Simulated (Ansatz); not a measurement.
**r2SCAN/def2-TZVP run of BH2Cl (SMILES BCl)**

What is the electronic atomisation energy of BH2Cl at r2SCAN/def2-TZVP? 

The calculation is run with Ansatz 0.2.0.

44 further runs of the same task are left out: 44 set aside as unsound or not needed.

## Step 1: The structure to begin with

BH2Cl has 4 atoms, charge 0, and is taken as a singlet. SMILES: `BCl`. The shape is that of a PBE0-D4/def2-TZVP optimisation.

Bond lengths: B1–Cl2 1.733 Å, B1–H3 1.190 Å, B1–H4 1.190 Å. Angles: Cl2–B1–H3 118.1°, Cl2–B1–H4 118.1°, H3–B1–H4 123.7°.

## Step 2: The energy at r2SCAN/def2-TZVP

Contents of job.yaml:

```yaml
crystal:
  periodic: [false, false, false]
  atoms:
    - symbol: B
      position_ang: [-0.116700, 0.021700, -0.075300]
    - symbol: Cl
      position_ang: [1.365000, -0.395300, 0.721200]
    - symbol: H
      position_ang: [-1.106200, -0.559500, 0.240400]
    - symbol: H
      position_ang: [-0.086600, 0.872800, -0.906600]
basis:
  gaussian: {orbitals: def2-TZVP}
hamiltonian: {xc: {name: r2SCAN}}
accuracy: high
output: {orbitals: {seedname: orbitals}}
```

Launch:

```console
$ ansatz run job.yaml --threads 1 --pin off --max-ram 3480MiB --events-out events.jsonl --progress --plain --runs-dir runs
```

The log of the run:

```text
Warning: RAYON_NUM_THREADS=1 ignored (pool sized by the plan → 1); use --threads N
Functional definition: r2SCAN
  name "r2SCAN"
  parameter k0 = 0.174
  parameter k1 = 0.065
  parameter a1 = 4.9479
  exchange = r2scan_x(k0 = k0, k1 = k1, a1 = a1)
  correlation = r2scan_c
1294 factors; integrals over basis functions are off by at most 4.0e-9 eV
mean field evaluation 1: about -13229.3959 eV, gradient 2.3e1 eV
mean field evaluation 2: about -13228.3795 eV, gradient 3.0e1 eV
mean field evaluation 4: about -13231.1268 eV, gradient 7.2e-1 eV
mean field evaluation 8: about -13231.1250 eV, gradient 1.4e-2 eV
mean field evaluation 16: about -13231.1250 eV, gradient 1.2e-7 eV
mean field -13231.12503982 eV, -486.2348768347 hartree, gradient 2.3e-8 eV, S^2 0.000000; 0 other end points of the search recorded, 0 dependent functions left out
reference -13231.12504053 eV, -486.2348768609 hartree; 12, 12 occupied and 68, 68 virtual orbitals, 1294 factors
Total energy: -13231.12504053 eV, -486.2348768609 hartree
```

Run time: 4.8 s. Hardware: 1 thread of Arm Neoverse V2, shared host; peak memory 0.17 GiB.

## Step 3: The B atom at the same level

Contents of input.yaml:

```yaml
crystal:
  periodic: [false, false, false]
  atoms:
    - {symbol: B, position_ang: [0.000000, 0.000000, 0.000000]}
basis:
  gaussian:
    orbitals: def2-TZVP
accuracy: high
magnetization:
  spin_polarized: true
  initial_magnetization: 1
hamiltonian:
  xc: {name: r2SCAN}
```

Run the same way, it converges to -24.63675 Eh (log not shown).

## Step 4: The Cl atom, same level

Contents of input.yaml:

```yaml
crystal:
  periodic: [false, false, false]
  atoms:
    - {symbol: Cl, position_ang: [0.000000, 0.000000, 0.000000]}
basis:
  gaussian:
    orbitals: def2-TZVP
magnetization:
  spin_polarized: true
  initial_magnetization: 1
hamiltonian:
  xc: r2scan
accuracy: high
```

Run the same way, it converges to -460.11688 Eh (log not shown).

## Step 5: The H atom, same level

Contents of job.yaml:

```yaml
crystal:
  periodic: [false, false, false]
  atoms:
    - symbol: H
      position_ang: [0.000000, 0.000000, 0.000000]
basis:
  gaussian:
    orbitals: def2-TZVP
magnetization:
  spin_polarized: true
  initial_magnetization: 1
hamiltonian:
  xc: r2scan
accuracy: high
```

Run the same way, it converges to -0.49993 Eh (log not shown).

## Step 6: What came out

Level: r2SCAN/def2-TZVP.

| quantity | value |
| --- | --- |
| molecule: total energy | -486.23488 Eh |
| molecule: HOMO energy | -7.57 eV |
| molecule: LUMO energy | -2.45 eV |
| molecule: HOMO–LUMO gap | 5.12 eV |
| B atom: total energy | -24.63675 Eh |
| B atom: ⟨S²⟩ | 0.757 |
| Cl atom: total energy | -460.11688 Eh |
| Cl atom: ⟨S²⟩ | 0.756 |
| H atom: total energy | -0.49993 Eh |
| H atom: ⟨S²⟩ | 0.750 |
| electronic atomisation energy | 13.099 eV |

**Reading.** Taking the molecule apart into free atoms costs 13.10 eV (1264 kJ/mol), before zero-point energy and without spin-orbit coupling.
